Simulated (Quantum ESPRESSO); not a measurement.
NbTe2:

```
CELL_PARAMETERS angstrom
2.09371 1.20881 6.33008
-2.09371 1.20881 6.33008
0.00000 -2.41761 6.33008
ATOMIC_POSITIONS crystal
Nb 0.00000 0.00000 0.00000
Te 0.25200 0.25200 0.25200
Te 0.74800 0.74800 0.74800
```

The cell was built by a generator and needn't be a form met in nature.

Base run:

- Program: Quantum ESPRESSO 7.5
- Functional: PBEsol
- Potentials or basis: PseudoDojo 0.4.1 SR PBEsol standard
- Cutoff: 1116 eV
- Density cutoff: 4463 eV
- k mesh: 5 × 5 × 5
- Occupations: gaussian, width 0.05 eV
- Spin: collinear spin, ferromagnetic start
- Starting moments: [1.0, 0.0, 0.0] μB
- Hubbard terms: Nb d U = 3 eV

Its results: band gap on the k mesh none (metal or under the smearing width); pressure -2.6 GPa; net moment 1.04 μB per cell; site moments Nb +1.06; Te -0.13 μB; largest force 0.329 eV/Å.

Q: The run is repeated on the same cell with these changes: hubbard terms from Nb d U = 3 eV to Nb d U = 1 eV. What comes out?

A: Band gap on the k mesh none (metal or under the smearing width); pressure -4.4 GPa; net moment 1.02 μB per cell; site moments Nb +0.93; Te -0.09 μB; largest force 0.155 eV/Å.

Caveats: the U is typed as a test and isn't derived for this compound.
